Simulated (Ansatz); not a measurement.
**B6Se: what a guessed cell relaxes into, part 1 of 2**

Where does this trial cell of B6Se go when cell and atoms are let free?

Computed with Ansatz 0.2.0 (DFT PBE, scalar-relativistic, plane waves, PAW, unless a step's input says otherwise).

## 1. The starting structure

The structure is trigonal, space group R-3 (No. 148). Conventional cell: a = 5.306 Å, b = 5.306 Å, c = 10.053 Å, α = 90.00°, β = 90.00°, γ = 120.00°. B (site symmetry 1) is surrounded by 3 B at 1.98 to 2.00 Å and 1 Se at 2.02 Å. Se (site symmetry -3) is surrounded by 6 B at 2.02 Å.

Structure file:

```
CELL_PARAMETERS angstrom
2.65282 1.53161 3.35095
-2.65282 1.53161 3.35095
0.00000 -3.06321 3.35095
ATOMIC_POSITIONS crystal
B 0.41574 0.14013 0.81313
B 0.81313 0.41574 0.14013
B 0.14013 0.81313 0.41574
B 0.58426 0.85987 0.18687
B 0.18687 0.58426 0.85987
B 0.85987 0.18687 0.58426
Se 0.00000 0.00000 0.00000
```

A structure generator made this guess: 4-, 6-connected net, elements by coordination (R-3, No. 148). Lengths come from tabulated atomic sizes and are only a guess.

## 2. The guess as it stands, on a coarse mesh

Contents of input.yaml:

```yaml
crystal:
  lattice:
    - [2.6528215, 1.53160721, 3.35095198]
    - [-2.6528215, 1.53160721, 3.35095198]
    - [0.0, -3.06321441, 3.35095198]
  atoms:
    - { symbol: B, position: [0.4157399, 0.14013048, 0.81313237] }
    - { symbol: B, position: [0.81313237, 0.4157399, 0.14013048] }
    - { symbol: B, position: [0.14013048, 0.81313237, 0.4157399] }
    - { symbol: B, position: [0.5842601, 0.85986952, 0.18686763] }
    - { symbol: B, position: [0.18686763, 0.5842601, 0.85986952] }
    - { symbol: B, position: [0.85986952, 0.18686763, 0.5842601] }
    - { symbol: Se, position: [0.0, 0.0, 0.0] }
basis:
  ecutwfc: 420
kpoints:
  mp_grid: { grid: [6, 6, 6] }
hamiltonian:
  xc: pbe
scf:
  occupations: { method: gaussian, width: 0.1 }
  lower_state_search: "off"
output:
  forces: true
  stress: true
  eigenvalues: true
```

Launch:

```bash
> ansatz run input.yaml --threads 1 --pin off --max-ram 2560MiB --backend cpu --events-out ev --progress --plain --runs-dir out
```

The log of the run, shortened:

```text
Warning: RAYON_NUM_THREADS=1 ignored (pool sized by the plan → 1); use --threads N
[...]
Pseudopotentials: kind: paw
Pseudopotential: B, paw, valence charge 3, recommended cutoff 420 eV (normal), B.paw.azcp
Pseudopotential: Se, paw, valence charge 16, recommended cutoff 420 eV (normal), Se.paw.azcp
Functional definition: PBE
[...]
Crystal: 7 atoms, lattice volume = 81.691 Å³
Basis set: ecut = 420 eV, 1607 PW (Γ), exchange–correlation on 64×64×64 points (8 copies of the dense FFT grid, shifted against one another)
Bands: 24, of which v1, the nominal top of the filled ones, is band 17 counted from 1 (16 counted from 0)
Symmetry: 6 space group operations
Space group: R-3 (ITA 148), of the structure as read, at distance tolerance 4.3e-5 Å
k-points: 40 of 216
[...]
SCF iter   1: F=—  HF=-6392.103747 eV  |F-HF|=—  |Δ(HF+E_count)|=         —  Δρ=7.42e-3  dr2=4.82e-2  ethr=1.77e-3  ⟨swp⟩=6.0  Hψ=4730  notcnv=0
[...]
SCF iter   7: F=-6392.093288 eV  HF=-6392.093288 eV  |F-HF|=1.44e-8  |Δ(HF+E_count)|=   3.38e-7  Δρ=4.71e-6  dr2=2.58e-8  ethr=2.94e-10  ⟨swp⟩=7.4  Hψ=4687  notcnv=0
[...]
SCF converged after 7 iterations
Free energy (F): -6392.093288 eV
[...]
E sigma→0 (E₀):  -6392.083569 eV
Entropy (-TS):   -0.019438 eV (-2.777 meV/atom)
Fermi energy:    7.028310 eV
[...]
--- Forces (eV/Å), atoms counted from 1 ---
  atom   1  B      0.32619533     1.38227305     3.65796193
  atom   2  B     -1.36018124    -0.40864308     3.65796194
  atom   3  B      1.03398591    -0.97362997     3.65796194
  atom   4  B     -0.32619533    -1.38227305    -3.65796193
  atom   5  B      1.36018124     0.40864308    -3.65796194
  atom   6  B     -1.03398591     0.97362997    -3.65796194
  atom   7  Se     0.00000000     0.00000000     0.00000000
[...]
--- Stress (GPa, compression-positive) ---
      -12.553545      -0.000000      -0.000000
        0.000000     -12.553545       0.000000
       -0.000000       0.000000       6.175714
  P = ⅓ Tr σ = -6.3105 GPa (-63.105 kbar)
--- Band table (eV; the first three rows and the last of 40) ---
  k-point 0: bands = ["-42.5175", "-42.5175", "-42.5049", "-42.4900", "-42.4900", "-10.0504", "-1.2618", "-1.0661", "-1.0661", "-1.0589", "1.0374", "1.0374", "3.5686", "3.5686", "4.7529", "6.0678", "6.1155", "6.1155", "9.0918", "9.0918", "9.2412", "10.5760", "12.0019", "12.0019"]
[...]
```

Wall time 5.3 s (1 thread of Arm Neoverse V1, shared host); peak memory 0.36 GiB.

From the probe: pressure -6.3 GPa, largest force 3.92 eV/Å, gap on this mesh none (metal). A guess like this is first relaxed loosely on the coarse mesh.

## 3. Coarse relaxation

input.yaml, as its differences from that of step 2:

```diff
@@ -26 +26,6 @@
   eigenvalues: true
+relax:
+  adjacent_minimum: "off"
+  f_tol: 0.04
+  max_steps: 70
+  cell: { stress_tol: 0.4 }
```

Launch:

```bash
> ansatz run input.yaml --threads 1 --pin off --max-ram 2560MiB --backend cpu --events-out ev --progress --plain --runs-dir out
```

The log of the run:

```text
Warning: RAYON_NUM_THREADS=1 ignored (pool sized by the plan → 1); use --threads N
Engine: ansatz 0.2.0, aarch64-unknown-linux-gnu
[... 4 set-up lines as earlier in the session ...]
  parameter kappa = 0.804
  parameter beta = 0.06672455060314922
  exchange = pbe_x(kappa = kappa, mu = beta*pi^2/3)
  correlation = pbe_c(beta = beta)
Crystal: 7 atoms, lattice volume = 81.691 Å³
Basis set: ecut = 420 eV, 1607 PW (Γ), exchange–correlation on 64×64×64 points (8 copies of the dense FFT grid, shifted against one another)
Bands: 24, of which v1, the nominal top of the filled ones, is band 17 counted from 1 (16 counted from 0)
[... 2 set-up lines as earlier in the session ...]
k-points: 40 of 216
Non-local potential: B, projectors of the file, l = 0: 2, l = 1: 2, l = 2: 1
Non-local potential: Se, projectors of the file, l = 0: 2, l = 1: 2, l = 2: 3, l = 3: 1
PAW form: soft (Blöchl's): semilocal exchange-correlation on the pseudo side does not see the compensation charge
PAW one-centre angular grid: B, 110 points (default); XC on 64 Gauss nodes
PAW one-centre angular grid: Se, 590 points (default); XC on 64 Gauss nodes
Initial density: superposition of atomic densities (neutral atoms: chi_scale 0, normalization atom), corrected by the library's trained network
Initial wavefunctions: pseudopotential atomic-orbital guess
Functional: x = pbe(κ = 0.804, μ = 0.2195149727645171), c = pbe(β = 0.06672455060314922)
SCF iter   1: F=—  HF=-6392.103747 eV  |F-HF|=—  |Δ(HF+E_count)|=         —  Δρ=7.42e-3  dr2=4.82e-2  ethr=1.77e-3  ⟨swp⟩=6.0  Hψ=4730  notcnv=0
preconditioner: auto → Kerker (q_TF=auto, 2.357 Å⁻¹)  [metal: Δε(μ)=0.060 eV  Ē_g=8.879 eV  σ=0.100 eV  W_gap=0.32  n_scr=14 (ndim 8)  ℏωp=20.1 eV  f_vac=0.000  D(μ)=3.84/eV (n_scr^D=32)]
SCF iter   2: F=—  HF=-6392.096749 eV  |F-HF|=—  |Δ(HF+E_count)|=   7.00e-3  Δρ=4.28e-3  dr2=1.67e-2  ethr=1.42e-4  ⟨swp⟩=1.0  Hψ=1280  notcnv=0
SCF iter   3: F=—  HF=-6392.093281 eV  |F-HF|=—  |Δ(HF+E_count)|=   3.47e-3  Δρ=4.63e-4  dr2=1.78e-4  ethr=4.91e-5  ⟨swp⟩=2.0  Hψ=1206  notcnv=0
SCF iter   4: F=—  HF=-6392.093261 eV  |F-HF|=—  |Δ(HF+E_count)|=   1.96e-5  Δρ=2.48e-4  dr2=6.50e-5  ethr=5.24e-7  ⟨swp⟩=2.0  Hψ=1472  notcnv=0
SCF iter   5: F=—  HF=-6392.093284 eV  |F-HF|=—  |Δ(HF+E_count)|=   2.26e-5  Δρ=1.10e-4  dr2=1.53e-5  ethr=1.91e-7  ⟨swp⟩=1.4  Hψ=1028  notcnv=0
SCF iter   6: F=—  HF=-6392.093288 eV  |F-HF|=—  |Δ(HF+E_count)|=   3.68e-6  Δρ=3.11e-5  dr2=1.27e-6  ethr=4.49e-8  ⟨swp⟩=3.0  Hψ=1671  notcnv=0
SCF iter   7: F=-6392.093288 eV  HF=-6392.093288 eV  |F-HF|=1.44e-8  |Δ(HF+E_count)|=   3.38e-7  Δρ=4.71e-6  dr2=2.58e-8  ethr=2.94e-10  ⟨swp⟩=7.4  Hψ=4674  notcnv=0
SCF 1 converged in 7 iterations: F = -6392.093288 eV  dr2 = 2.58e-8
relax step   1: F+E_penalty+E_count = -6392.09328792 eV  Δ(F+E_penalty+E_count) = +0.000e0 eV  max|allowed force component| = 3.658e0 eV/Å  Δτ_max = 0.0000 Å  P = -6.310 GPa  Ω = 81.691 Å³  (7 SCF iters, dr2 threshold 1.00e-7 eV, accepted)
Crystal: 7 atoms, lattice volume = 78.901 Å³
Basis set: ecut = 420 eV, 1577 PW (Γ), exchange–correlation on 64×64×64 points (8 copies of the dense FFT grid, shifted against one another)
Initial density: handed on by an earlier stage of this run
Initial wavefunctions: those handed on with the density
SCF iter   1: F=—  HF=-6396.024061 eV  |F-HF|=—  |Δ(HF+E_count)|=         —  Δρ=3.10e-2  dr2=1.16e0  ethr=3.10e-3  ⟨swp⟩=7.5  Hψ=4955  notcnv=0
preconditioner: auto → Kerker (q_TF=auto, 2.371 Å⁻¹)  [metal: Δε(μ)=0.041 eV  Ē_g=9.439 eV  σ=0.100 eV  W_gap=0.22  n_scr=14 (ndim 8)  ℏωp=20.5 eV  f_vac=0.000  D(μ)=2.67/eV (n_scr^D=20)]
SCF iter   2: F=—  HF=-6395.773021 eV  |F-HF|=—  |Δ(HF+E_count)|=   2.51e-1  Δρ=1.60e-2  dr2=3.10e-1  ethr=3.10e-3  ⟨swp⟩=2.0  Hψ=1454  notcnv=0  defer=79
SCF iter   3: F=—  HF=-6395.681101 eV  |F-HF|=—  |Δ(HF+E_count)|=   9.19e-2  Δρ=2.15e-3  dr2=6.83e-3  ethr=9.11e-4  ⟨swp⟩=2.4  Hψ=1541  notcnv=0  defer=80
SCF iter   4: F=—  HF=-6395.678080 eV  |F-HF|=—  |Δ(HF+E_count)|=   3.02e-3  Δρ=1.45e-3  dr2=2.68e-3  ethr=2.01e-5  ⟨swp⟩=2.1  Hψ=1580  notcnv=0  defer=80
SCF iter   5: F=—  HF=-6395.678459 eV  |F-HF|=—  |Δ(HF+E_count)|=   3.78e-4  Δρ=4.97e-4  dr2=3.57e-4  ethr=7.89e-6  ⟨swp⟩=2.2  Hψ=1572  notcnv=0  defer=80
SCF iter   6: F=—  HF=-6395.678658 eV  |F-HF|=—  |Δ(HF+E_count)|=   1.99e-4  Δρ=1.20e-4  dr2=1.73e-5  ethr=1.05e-6  ⟨swp⟩=2.1  Hψ=1348  notcnv=0  defer=80
SCF iter   7: F=—  HF=-6395.678683 eV  |F-HF|=—  |Δ(HF+E_count)|=   2.47e-5  Δρ=2.78e-5  dr2=7.06e-7  ethr=5.09e-8  ⟨swp⟩=2.0  Hψ=1334  notcnv=0  defer=80
SCF iter   8: F=-6395.678684 eV  HF=-6395.678684 eV  |F-HF|=3.31e-8  |Δ(HF+E_count)|=   1.25e-6  Δρ=5.34e-6  dr2=2.58e-8  ethr=2.06e-9  ⟨swp⟩=9.3  Hψ=4736  notcnv=0
SCF 2 converged in 8 iterations: F = -6395.678684 eV  dr2 = 2.58e-8
relax step   2: F+E_penalty+E_count = -6395.67868415 eV  Δ(F+E_penalty+E_count) = -3.585e0 eV  max|allowed force component| = 2.333e0 eV/Å  Δτ_max = 0.1571 Å  P = -2.186 GPa  Ω = 78.901 Å³  energy of the carried Pulay correction = +2.463e-3 eV  (8 SCF iters, dr2 threshold 7.00e-7 eV, accepted)
Crystal: 7 atoms, lattice volume = 78.011 Å³
Basis set: ecut = 420 eV, 1537 PW (Γ), exchange–correlation on 64×64×64 points (8 copies of the dense FFT grid, shifted against one another)
SCF iter   1: F=—  HF=-6397.736112 eV  |F-HF|=—  |Δ(HF+E_count)|=         —  Δρ=3.38e-2  dr2=1.21e0  ethr=3.10e-3  ⟨swp⟩=7.5  Hψ=5189  notcnv=0
preconditioner: auto → LDOS  [metal: Δε(μ)=0.040 eV  Ē_g=9.672 eV  σ=0.100 eV  W_gap=0.22  n_scr=14 (ndim 8)  ℏωp=20.6 eV  f_vac=0.011  D(μ)=2.73/eV (n_scr^D=14)  β→1.0]
SCF iter   2: F=—  HF=-6397.477324 eV  |F-HF|=—  |Δ(HF+E_count)|=   2.59e-1  Δρ=1.34e-2  dr2=2.20e-1  ethr=3.10e-3  ⟨swp⟩=2.5  Hψ=1782  notcnv=0  defer=74
SCF iter   3: F=—  HF=-6397.419386 eV  |F-HF|=—  |Δ(HF+E_count)|=   5.79e-2  Δρ=2.95e-3  dr2=1.01e-2  ethr=6.48e-4  ⟨swp⟩=2.0  Hψ=1662  notcnv=0  defer=74
SCF iter   4: F=—  HF=-6397.417380 eV  |F-HF|=—  |Δ(HF+E_count)|=   2.01e-3  Δρ=6.26e-4  dr2=3.04e-4  ethr=2.97e-5  ⟨swp⟩=2.0  Hψ=1647  notcnv=0  defer=74
SCF iter   5: F=—  HF=-6397.417506 eV  |F-HF|=—  |Δ(HF+E_count)|=   1.25e-4  Δρ=2.22e-4  dr2=5.33e-5  ethr=8.93e-7  ⟨swp⟩=2.0  Hψ=1623  notcnv=0  defer=74
SCF iter   6: F=—  HF=-6397.417506 eV  |F-HF|=—  |Δ(HF+E_count)|=   6.12e-7  Δρ=5.42e-5  dr2=2.26e-6  ethr=1.57e-7  ⟨swp⟩=2.0  Hψ=1568  notcnv=0  defer=74
SCF iter   7: F=-6397.417508 eV  HF=-6397.417508 eV  |F-HF|=2.99e-8  |Δ(HF+E_count)|=   1.50e-6  Δρ=9.01e-6  dr2=7.91e-8  ethr=2.06e-9  ⟨swp⟩=10.8  Hψ=5132  notcnv=0
SCF 3 converged in 7 iterations: F = -6397.417508 eV  dr2 = 7.91e-8
relax step   3: F+E_penalty+E_count = -6397.41750767 eV  Δ(F+E_penalty+E_count) = -1.739e0 eV  max|allowed force component| = 8.530e-1 eV/Å  Δτ_max = 0.1564 Å  P = +7.686 GPa  Ω = 78.011 Å³  energy of the carried Pulay correction = +3.267e-3 eV  (7 SCF iters, dr2 threshold 7.00e-7 eV, accepted)
[... 11 lines left out ...]
relax step   4: F+E_penalty+E_count = -6398.01582530 eV  Δ(F+E_penalty+E_count) = -5.983e-1 eV  max|allowed force component| = 5.300e-1 eV/Å  Δτ_max = 0.0856 Å  P = +0.253 GPa  Ω = 84.834 Å³  energy of the carried Pulay correction = -2.676e-3 eV  (6 SCF iters, dr2 threshold 7.00e-7 eV, accepted)
[... 11 lines left out ...]
relax step   5: F+E_penalty+E_count = -6398.21379938 eV  Δ(F+E_penalty+E_count) = -1.980e-1 eV  max|allowed force component| = 8.074e-1 eV/Å  Δτ_max = 0.1243 Å  P = -1.307 GPa  Ω = 88.555 Å³  energy of the carried Pulay correction = -5.717e-3 eV  (6 SCF iters, dr2 threshold 7.00e-7 eV, accepted)
[... 11 lines left out ...]
relax step   6: F+E_penalty+E_count = -6398.34819641 eV  Δ(F+E_penalty+E_count) = -1.344e-1 eV  max|allowed force component| = 4.562e-2 eV/Å  Δτ_max = 0.0698 Å  P = -0.692 GPa  Ω = 87.041 Å³  energy of the carried Pulay correction = -4.496e-3 eV  (6 SCF iters, dr2 threshold 7.00e-7 eV, accepted)
[... 10 lines left out ...]
relax step   7: F+E_penalty+E_count = -6398.36063229 eV  Δ(F+E_penalty+E_count) = -1.244e-2 eV  max|allowed force component| = 2.564e-2 eV/Å  Δτ_max = 0.0020 Å  P = -0.285 GPa  Ω = 85.542 Å³  energy of the carried Pulay correction = -3.266e-3 eV  (5 SCF iters, dr2 threshold 7.00e-7 eV, accepted)
[... 9 lines left out ...]
relax step   8: F+E_penalty+E_count = -6398.36221159 eV  Δ(F+E_penalty+E_count) = -1.579e-3 eV  max|allowed force component| = 3.189e-3 eV/Å  Δτ_max = 0.0011 Å  P = +0.062 GPa  Ω = 84.843 Å³  energy of the carried Pulay correction = -2.684e-3 eV  (5 SCF iters, dr2 threshold 6.38e-7 eV, accepted)
Initial wavefunctions: pseudopotential atomic-orbital guess (no wavefunctions were taken with the density)
iter 1 solved again at ethr=6.35e-8 eV; its pass at ethr=3.10e-3 eV (dr2=2.16e-5 eV) is discarded
SCF iter   1: F=—  HF=-6398.370060 eV  |F-HF|=—  |Δ(HF+E_count)|=         —  Δρ=6.63e-4  dr2=1.45e-5  ethr=6.35e-8  ⟨swp⟩=3.2  Hψ=6969  notcnv=0
preconditioner: auto → LDOS  [metal: Δε(μ)=0.032 eV  Ē_g=9.097 eV  σ=0.100 eV  W_gap=0.18  n_scr=14 (ndim 8)  ℏωp=19.7 eV  f_vac=0.030  D(μ)=3.05/eV (n_scr^D=20)  β→1.0]
SCF iter   2: F=—  HF=-6398.372098 eV  |F-HF|=—  |Δ(HF+E_count)|=   2.04e-3  Δρ=1.90e-5  dr2=1.78e-7  ethr=4.27e-8  ⟨swp⟩=2.0  Hψ=1443  notcnv=0
SCF iter   3: F=—  HF=-6398.372099 eV  |F-HF|=—  |Δ(HF+E_count)|=   4.95e-7  Δρ=7.12e-6  dr2=7.11e-8  ethr=1.32e-11  ⟨swp⟩=7.6  Hψ=4788  notcnv=0
SCF iter   4: F=—  HF=-6398.372099 eV  |F-HF|=—  |Δ(HF+E_count)|=   7.87e-8  Δρ=2.46e-6  dr2=5.95e-9  ethr=2.09e-10  ⟨swp⟩=2.0  Hψ=1519  notcnv=0
SCF iter   5: F=-6398.372099 eV  HF=-6398.372099 eV  |F-HF|=6.95e-10  |Δ(HF+E_count)|=   3.34e-9  Δρ=5.51e-7  dr2=4.02e-10  ethr=1.32e-11  ⟨swp⟩=4.0  Hψ=3118  notcnv=0
SCF 9 converged in 5 iterations: F = -6398.372099 eV  dr2 = 4.02e-10
relax step   9: F+E_penalty+E_count = -6398.37209867 eV  Δ(F+E_penalty+E_count) = -9.887e-3 eV  max|allowed force component| = 3.184e-3 eV/Å  Δτ_max = 0.0000 Å  P = +0.188 GPa  Ω = 84.843 Å³  stress off target by 3.81e-1 GPa  SCF on the basis re-selected at this cell (its energy is not comparable with the rows above)  (5 SCF iters)
basis re-selected at this cell: Δ(F+E_penalty+E_count) = -9.887e-3 eV, ΔP = +0.125 GPa vs the last step (what re-selecting the basis moved, of the pressure what is left beyond the Pulay correction that the steps carried, after the strain that the cell walked since its last selection, with what the two solves' SCF thresholds leave and, on support functions, any second-order correction that the steps lacked; it is no measure of the basis error at this ecutwfc). This SCF's stress stands 3.81e-1 GPa from its target on what of the cell is left free (relax.cell.stress_tol is 4.00e-1 GPa) and its largest allowed force component is 3.18e-3 eV/Å (relax.f_tol is 4.00e-2 eV/Å): within both
SCF converged after 5 iterations
Free energy (F): -6398.372099 eV
Harris-Foulkes:  -6398.372099 eV  (|F-HF|=6.95e-10)
Internal energy: -6398.356833 eV  (E = F + TS)
E sigma→0 (E₀):  -6398.364466 eV
Entropy (-TS):   -0.015266 eV (-2.181 meV/atom)
Fermi energy:    5.846395 eV
--- Per-component energies (eV) ---
  E_band       = -418.658665
  E_kinetic    = 390.541638
  E_local      = -3120.924258  (includes V_loc(G=0)·N_el)
  E_nonlocal   = -515.038262
  E_hartree    = 1472.752326
  E_xc         = -289.926415
  E_vxc        = -317.446152  (∫ρ·V_xc dr)
  E_paw        = -2385.071770  (= ΣΔE_a)
  E_vpaw       = 198.705103  (= ΣTr[D̂ρ^β])
  E_aug_tail   = -0.000572  (compensation charges beyond the density's cutoff)
  E_ewald      = -1950.689518
  E_smearing   = -0.015266  (= −TS)
  E_closure    = 0.000000  (closes the sum)
  Σ components = -6398.372099   (vs F -6398.372099, Δ=0.00e0)
--- Forces (eV/Å), atoms counted from 1 ---
  atom   1  B      0.00241131     0.00212966     0.00318417
  atom   2  B     -0.00304999     0.00102343     0.00318417
  atom   3  B      0.00063868    -0.00315309     0.00318417
  atom   4  B     -0.00241131    -0.00212966    -0.00318417
  atom   5  B      0.00304999    -0.00102343    -0.00318417
  atom   6  B     -0.00063868     0.00315309    -0.00318417
  atom   7  Se     0.00000000     0.00000000     0.00000000
  max |Σ_I F_I| component: 2.34e-17 eV/Å
--- Stress (GPa, compression-positive) ---
        0.090902       0.000000      -0.000000
       -0.000000       0.090902       0.000000
       -0.000000       0.000000       0.381232
  P = ⅓ Tr σ = 0.1877 GPa (1.877 kbar)
--- Band table (eV; the first three rows and the last of 40) ---
  k-point 0: bands = ["-43.3469", "-43.3146", "-43.3146", "-43.2228", "-43.2228", "-9.1608", "-2.5578", "-1.1524", "-0.3657", "-0.3657", "-0.0704", "-0.0704", "2.1155", "3.1693", "3.1693", "3.2049", "6.8892", "6.8892", "7.6887", "7.6887", "10.3954", "11.0709", "12.2983", "12.2983"]
  k-point 1: bands = ["-43.3469", "-43.3146", "-43.3146", "-43.2228", "-43.2228", "-9.0797", "-3.0025", "-1.5695", "-0.7892", "-0.6813", "0.3882", "1.1855", "2.1057", "2.9807", "3.3057", "3.8129", "6.6006", "6.7179", "7.2160", "8.0137", "10.5725", "11.4864", "11.6844", "12.4717"]
  k-point 2: bands = ["-43.3469", "-43.3146", "-43.3146", "-43.2228", "-43.2228", "-8.8991", "-3.8385", "-1.7279", "-1.1533", "-0.9169", "0.8352", "1.6958", "3.0200", "3.3160", "3.7955", "4.8614", "5.3264", "6.0673", "6.5202", "9.5315", "9.8340", "10.9217", "12.6406", "12.6571"]
  k-point 39: bands = ["-43.3469", "-43.3146", "-43.3146", "-43.2228", "-43.2228", "-8.4053", "-5.4366", "-1.3072", "-1.3072", "0.1918", "0.1918", "1.1531", "1.5777", "5.1446", "5.2071", "5.2071", "6.8584", "7.3609", "7.3609", "7.7360", "7.7360", "10.7878", "10.7878", "14.5772"]
--- Relaxed structure (8 steps of the walk, 8 accepted, 1 SCFs on fresh bases) ---
  F+E_penalty+E_count = -6398.37209867 eV   max|allowed force component| = 3.184e-3 eV/Å   (the final SCF, on the basis selected at the relaxed cell)
  cell:  # Å, volume = 84.8435 Å³
    - [2.557040275648045, 1.4763078933372007, 3.7458688356601413]
    - [-2.557040275648045, 1.4763078933372007, 3.7458688356601413]
    - [1.811184946653747e-18, -2.9526157810851412, 3.7458688378629605]
  atoms:
    - { symbol: B, position: [0.4997810922387719, 0.16738093972837337, 0.8327021106218304] }
    - { symbol: B, position: [0.8327021106218302, 0.49978109223877193, 0.1673809397283736] }
    - { symbol: B, position: [0.16738093972837365, 0.8327021106218304, 0.49978109223877215] }
    - { symbol: B, position: [0.500218907761228, 0.8326190602716266, 0.16729788937816975] }
    - { symbol: B, position: [0.1672978893781697, 0.5002189077612279, 0.8326190602716265] }
    - { symbol: B, position: [0.8326190602716264, 0.16729788937816975, 0.5002189077612279] }
    - { symbol: Se, position: [1.2508208418154794e-18, -6.14592450421857e-19, -6.223619411721821e-19] }
```

Run time: 56 s. Hardware: 1 thread of Arm Neoverse V1, shared host; peak memory 0.38 GiB.

Step by step:

```csv
step,energy from step 1 (eV/cell),largest force component (eV/Å),pressure (GPa),volume (Å³)
1,0.0000,3.6580,-6.31,81.69
2,-3.5854,2.3334,-2.19,78.90
3,-5.3242,0.8530,7.69,78.01
4,-5.9225,0.5300,0.25,84.83
5,-6.1205,0.8074,-1.31,88.55
6,-6.2549,0.0456,-0.69,87.04
7,-6.2673,0.0256,-0.29,85.54
8,-6.2689,0.0032,0.06,84.84
9,-6.2788,0.0032,0.19,84.84
```

Step 1 is the start. Step 9 repeats the geometry before it on a plane-wave basis chosen anew for that cell, so its energy need not be comparable with the rows above.

Lengths and angles in the start's conventional setting:

|  | before | after | change |
| --- | --- | --- | --- |
| a (Å) | 5.306 | 5.114 | -3.6 % |
| b (Å) | 5.306 | 5.114 | -3.6 % |
| c (Å) | 10.053 | 11.238 | +11.8 % |
| volume (Å³/atom) | 11.67 | 12.12 | +3.9 % |
| shortest distance (Å) | 1.980 | 1.701 | -14.1 % |
| space group (0.01 Å) | R-3 | R-3m | changed |

The run keeps the 6 symmetry operations of the start, so it could not have lowered the symmetry.

(Continued in part 2 of 2.)
